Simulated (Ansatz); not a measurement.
# Sn3Se: equation of state with PBE

Crystal: Sn3Se.

```xyz
4
Lattice="0.0000 3.7331 3.7331 3.7331 0.0000 3.7331 3.7331 3.7331 0.0000" Properties=species:S:1:pos:R:3 pbc="T T T"
Sn    3.7331    3.7331    3.7331
Sn    5.5997    5.5997    5.5997
Sn    1.8666    1.8666    1.8666
Se    0.0000    0.0000    0.0000
```

The cell comes from a database or a generator and needn't be the stable form of this composition.

```yaml
Program: Ansatz 0.2.0
Task: equation of state
Functional: PBE
Potentials_or_basis: Ansatz PAW
Cutoff: 420 eV
Density_cutoff: 1680 eV
k_mesh: 6 × 6 × 6
Occupations: fermi-dirac, width 0.05 eV
Spin: no spin polarisation
```

```yaml
Equilibrium_volume: 25.91 Å³/atom
Bulk_modulus: 49 GPa
Pressure_derivative_of_the_bulk_modulus: 5.0
```

Energy against volume, from the lowest point:
```
volume (Å³/atom)  energy (meV/atom)
          24.452              13.97
          24.973               5.47
          25.493               0.97
          26.013               0.00
          26.533               2.15
          27.054               7.08
          27.574              14.47
```

All runs of the series together: 16 s on 2 threads of Arm Neoverse V1, on a shared host.
